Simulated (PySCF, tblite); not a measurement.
# C3H9AlF3N: geometry, infrared bands and NMR shifts

Wanted: the infrared bands and NMR shifts of C3H9AlF3N (`[NH3+][AlH2-][CH2]C(F)(F)CF`), by calculation.

Programs: tblite 0.8.0 and PySCF 2.14.0, with density-fitted response routines of our own. Each step states its level of theory. These are calculated values for one molecule in the gas phase, unless marked as measured. Atoms count from 0, in the outputs and in this text.

### Step 1. Starting geometry

17 atoms, charge 0, multiplicity 1; geometry from: force field or distance geometry start.

Bonds of the start (Å): N0–Al1 1.94, Al1–C2 1.97, C2–C3 1.54, C3–F4 1.36, C3–F5 1.39, C3–C6 1.52, C6–F7 1.40, N0–H8 1.05, N0–H9 1.03, N0–H10 1.04, Al1–H11 1.60, Al1–H12 1.58, C2–H13 1.11, C2–H14 1.13, C6–H15 1.11, C6–H16 1.10.

### Step 2. Geometry optimisation with GFN2-xTB

Job settings and geometry (Å):

```
{"job": {"kind": "relax", "xc": "GFN2-xTB", "basis": "xTB"}, "charge": 0, "multiplicity": 1}
N      2.815100    -0.110600    -0.046700
Al     1.046800    -0.819400     0.310600
C     -0.111500     0.684600     0.845300
C     -1.402600     0.756500     0.017600
F     -1.119200     0.897300    -1.307000
F     -2.099100     1.887400     0.426500
C     -2.334700    -0.407800     0.304900
F     -2.670000    -0.379500     1.667700
H      2.676200     0.919200    -0.218700
H      3.441700    -0.193600     0.771700
H      3.233000    -0.586300    -0.876700
H      1.072700    -1.997900     1.386300
H      0.530600    -1.382200    -1.074500
H     -0.333900     0.710000     1.932300
H      0.423300     1.648400     0.614100
H     -3.292700    -0.224400    -0.218500
H     -1.882700    -1.389700     0.104800
```

On the command line:

```
$ OMP_NUM_THREADS=1 python probes_run.py task.json out
```

The driver reads the jobs from task.json and runs them one after another.

**Question.** This job is followed by: GFN2-xTB harmonic vibrations, gas phase; GIAO PBE0/pcSseg-1 NMR shielding, non-relativistic, gas phase. What will the session give for the following? strongest single infrared mode (GFN2-xTB); zero-point energy (GFN2-xTB); ¹³C shifts against TMS (PBE0/pcSseg-1); ¹H shifts against TMS (PBE0/pcSseg-1, means over atoms taken as alike); ¹⁵N shifts against NH3 (PBE0/pcSseg-1); ²⁷Al shifts against AlH4- (PBE0/pcSseg-1); ¹⁹F shifts against CFCl3 (PBE0/pcSseg-1, means over atoms taken as alike).

**Answer**, as computed:

| quantity | value |
| --- | --- |
| strongest single infrared mode (GFN2-xTB) | 725 cm⁻¹, 659 km/mol |
| zero-point energy (GFN2-xTB) | 72.6 kcal/mol |
| ¹³C shifts against TMS (PBE0/pcSseg-1) | 135.0, 93.4, 20.4 ppm |
| ¹H shifts against TMS (PBE0/pcSseg-1, means over atoms taken as alike) | 4.86, 3.80, 1.92, 0.89 ppm |
| ¹⁵N shifts against NH3 (PBE0/pcSseg-1) | 41.8 ppm |
| ²⁷Al shifts against AlH4- (PBE0/pcSseg-1) | 33.5 ppm |
| ¹⁹F shifts against CFCl3 (PBE0/pcSseg-1, means over atoms taken as alike) | -107.7, -234.1 ppm |

In words: Over 212 steps the energy fell by 0.904 eV; of the close pairs, Al1–F7 changed most, 3.981 to 2.096 Å. All 45 modes are real, so the xTB geometry is a minimum. The strongest single mode, at 725 cm⁻¹, moves mainly H12 and H11. GFN2-xTB is a fitted tight-binding method: band positions and strengths are rough. Its intensities can rank the bands wrongly. The most deshielded hydrogen is H15, H16 (mean) (hydrogen on an sp3 CH2 bonded to F), at 4.86 ppm: its carbon carries F, hence the downfield position. At PBE0/pcSseg-1: Shielding is most anisotropic at F4, F5 (span 173 ppm, paramagnetic term -196 ppm).
